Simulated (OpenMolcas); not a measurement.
# Ti²⁺: RASSCF and RASPT2 terms and fine-structure levels

Aim: the low terms and levels of Ti²⁺, with their order and spacing, then second-order correlation.

Method: state-averaged RASSCF and RASPT2, spin-orbit coupling by RASSI with atomic mean-field integrals. Code: OpenMolcas 26.06.

### Step 1. What is computed

| Property | Result |
| --- | --- |
| Species | Ti²⁺ (titanium, Z = 22, 20 electrons) |
| Basis | ANO-R2 [6s5p4d2f1g], 64 functions |
| Scalar Hamiltonian | X2C, finite nucleus |
| Inactive shells | 1s 2s 2p 3s |
| Active space | 8 electrons in 8 orbitals (RAS1 3p, at most 2 holes; RAS2 3d) |
| Some configurations of this space | 3d² |
| Orbitals | optimised for each spin and parity, averaged over all roots |

The outer shells:

3d2
```
3d [↑ ][↑ ][  ][  ][  ]
```

The work runs as a chain of OpenMolcas steps in one folder; each step below is one input file. Labels, J, g values, rates, χT and fits are worked out afterwards by a script from the matrices that RASSI stores.

### Step 2. Basis and integrals

a.inp reads:

```
&GATEWAY
Coord
1

Ti 0.0 0.0 0.0
Basis=ANO-R2
Group=XYZ
NoMove
AngMom=0.0 0.0 0.0
AMFI
&SEWARD
```

### Step 3. Start orbitals from a smaller active space

a.inp reads:

```
&RASSCF
FileOrb=start.orb
Symmetry=1
Spin=3
nActEl=2 0 0
Inactive=3 6
Ras2=5 0
CIRoot=10 10 1
SDav=10
CIMx=300
Iter=120 100
PrWF=0.3
OrbListing=Nothing
MaxOrb=0
Atom
>>> COPY $Project.JobIph JOBPRE
```

### Step 4. Reference wave functions, triplets of even parity, 10 roots

a.inp reads:

```
&RASSCF
FileOrb=start.orb
Symmetry=1
Spin=3
nActEl=8 2 0
Inactive=3 3
Ras1=0 3
Ras2=5 0
CIRoot=10 10 1
SDav=580
CIMx=300
Iter=120 100
PrWF=0.3
OrbListing=Nothing
MaxOrb=0
Thrs=2.0e-7 1.0e-1 5.0e-4
Atom
>>> COPY $Project.JobIph JOB001
```

### Step 5. Reference wave functions, singlets of even parity, 15 roots

a.inp reads:

```
&RASSCF
FileOrb=start.orb
Symmetry=1
Spin=1
nActEl=8 2 0
Inactive=3 3
Ras1=0 3
Ras2=5 0
CIRoot=15 15 1
SDav=450
CIMx=300
Iter=120 100
PrWF=0.3
OrbListing=Nothing
MaxOrb=0
Thrs=2.0e-7 1.0e-1 5.0e-4
Atom
>>> COPY $Project.JobIph JOB002
```

### Step 6. RASSI: spin-orbit coupling between the states

a.inp reads:

```
&RASSI
NrOfJobIphs=2 10 15
1 2 3 4 5 6 7 8 9 10
1 2 3 4 5 6 7 8 9 10 11 12 13 14 15
IphNames
JOB001
JOB002
EJob
SpinOrbit
DIPRint=1.0
SOCoupling=1000.0
Subsets=2
MEES
Property=10
'ANGMOM' 1 'ANGMOM' 2 'ANGMOM' 3 'MLTPL  1' 1 'MLTPL  1' 2 'MLTPL  1' 3
'AMFI' 1 'AMFI' 2 'AMFI' 3 'MLTPL  2' 6
SOProperty=3
'ANGMOM' 1 'ANGMOM' 2 'ANGMOM' 3
```

### Step 7. CASPT2: IPEA 0.25, imaginary shift 0.1 (closed shells correlated: 3s)

a.inp reads:

```
>>> COPY JOB001 $Project.JobIph
&CASPT2
Multistate=10 1 2 3 4 5 6 7 8 9 10
Frozen=2 3
IPEA=0.25
Imaginary=0.1
MaxIter=60
WThr=0.0 0.3 0.05
PrWF=0.5
NoMix
>>> COPY JOB002 $Project.JobIph
&CASPT2
Multistate=15 1 2 3 4 5 6 7 8 9 10 11 12 13 14 15
Frozen=2 3
IPEA=0.25
Imaginary=0.1
MaxIter=60
WThr=0.0 0.3 0.05
PrWF=0.5
NoMix
```

(Steps that only read results are left out.)

Before running it: what results should come out? Wanted: lowest level; first excited level; lowest level of another term; spin-orbit lowering of the lowest level; strongest of the lines computed, by gA.

**Answer**, as computed:

```
                                                                                      quantity                                                                     value
                                                                                        method  SS-RASPT2, IPEA 0.25, imaginary shift 0.1 (closed shells correlated: 3s)
                                                                                  lowest level                                    3d² ³F₂, 100 % of that term, g = 0.666
                                                                   ground level listed by NIST                                                                       3F2
                                                                           first excited level                                                       3d² ³F₃ at 207 cm⁻¹
                                                                  lowest level of another term                                                      3d² ¹D₂ at 8370 cm⁻¹
                                                       spin-orbit lowering of the lowest level                                                                  274 cm⁻¹
strongest of the lines computed, by gA (one parity, so forbidden lines), at SS-RASPT2 energies                             3d² ¹S₀ → 3d² ¹D₂, 440.1 nm, A = 4.51e+00 s⁻¹
```

Cost and accuracy by method:

```
                                           method  time of its own steps  time with the reference  mean absolute difference from the measured levels (cm-1)
                                        A. RASSCF                   14 s                     14 s                                                      2400
B. SS-RASPT2, IPEA 0.25, imaginary shift 0.1, +3s                  8.2 s                     23 s                                                       300
```

Times are of one thread on a shared host.

**Reading.** The multiplet ³F is regular; its intervals divided by the larger J differ by 3 % of their mean, where Landé's rule for pure LS coupling makes them equal. Second-order correlation (method B) scales the levels of the lowest configuration above 5000 cm⁻¹ by 0.78 to 0.83. Method B lies closest to the measured levels (300 cm⁻¹ on average) and A farthest (2400). Only the configurations of the active space and the roots asked for are present. Not all states of the active space went into the spin-orbit step. CASPT2 does not keep the components of a term degenerate, and the means are used. The levels of the extra active shells were not computed. Only valence configurations of the active space appear, up to the ionisation limit; * or ° marks odd parity.
